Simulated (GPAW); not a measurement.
The system is BiTe.

```
Bi Te
1.0
     0.00000    3.23500    3.23500
     3.23500    0.00000    3.23500
     3.23500    3.23500    0.00000
Bi Te
1 1
Cartesian
  0.0000 0.0000 0.0000
  3.2350 3.2350 3.2350
```

Base run:

```yaml
Program: GPAW 26.7.0
Functional: PBE
Potentials_or_basis: GPAW PAW data sets (gpaw-data 1.2.1)
Cutoff: 500 eV
Basis: pw
k_mesh: 6 × 6 × 6
Occupations: fermi-dirac, width 0.05 eV
Spin: no spin polarisation
```

Its results: band gap on the k mesh none (metal or under the smearing width); pressure 0.7 GPa.

**Question.** The run is repeated on the same cell with these changes: functional from PBE to r2SCAN; potentials or basis from GPAW PAW data sets (gpaw-data 1.2.1) to GPAW PAW data sets (gpaw-data 1.2.1), other valence; valence electrons from 21 to 31. What comes out?

**Answer.** Band gap on the k mesh none (metal or under the smearing width); pressure -0.7 GPa.

Caveats: the cutoff is short for stress and forces, so pressures can be off by a GPa or more; spin-orbit coupling is left out, which moves the levels of the heavy elements; the PAW data sets were made with another functional, which shifts forces and pressure a little (some runs).
